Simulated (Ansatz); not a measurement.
# YSe: the cost of one run

Computed with Ansatz 0.2.0 (DFT LDA, scalar-relativistic, plane waves, PAW, unless a step's input says otherwise).

2 further runs of the same task are left out: 2 set aside as unsound or not needed. Runs told in other sessions of the task aren't counted.

## (1) The starting structure

The structure is cubic, space group Fm-3m (No. 225). The conventional cell has a = 5.645 Å, b = 5.645 Å, c = 5.645 Å, α = 90.00°, β = 90.00°, γ = 90.00°. Around Y (site symmetry m-3m) lie 6 Se at 2.82 Å. Se (site symmetry m-3m) is surrounded by 6 Y at 2.82 Å.

As a file:

```
Y Se
1.0
     0.00000    2.82230    2.82230
     2.82230    0.00000    2.82230
     2.82230    2.82230    0.00000
Y Se
1 1
Direct
  0.00000 0.00000 0.00000
  0.50000 0.50000 0.50000
```

This cell was relaxed beforehand with the same method: volume 22.48 Å³/atom, gap on the mesh none (metal).

## (2) Relaxing at 3 GPa

What is minimised here is the enthalpy; the energy can go up as the cell is squeezed.

Input file input.yaml:

```yaml
crystal:
  lattice:
    - [0.0, 2.8223017883, 2.8223017883]
    - [2.8223017883, 0.0, 2.8223017883]
    - [2.8223017883, 2.8223017883, 0.0]
  atoms:
    - { symbol: "Y", position: [0.0, 0.0, 0.0] }
    - { symbol: Se, position: [0.5, 0.5, 0.5] }
basis:
  ecutwfc: 420
kpoints:
  mp_grid: { grid: [12, 12, 12] }
hamiltonian:
  xc: lda
scf:
  occupations: { method: fermi_dirac, width: 0.15 }
output:
  forces: true
  stress: true
  eigenvalues: true
relax:
  adjacent_minimum: "off"
  f_tol: 0.001
  max_steps: 60
  cell: { stress_tol: 0.02, p_target: 3.0 }
```

Run with:

```bash
$ ansatz run input.yaml --threads 1 --pin off --max-ram 3072MiB --backend cpu --events-out ev --progress --plain --runs-dir out
```

Q: Estimate wall time and peak memory on 1 thread of Arm Neoverse N1, shared host.

About 36 s, with a peak of 0.36 GiB.
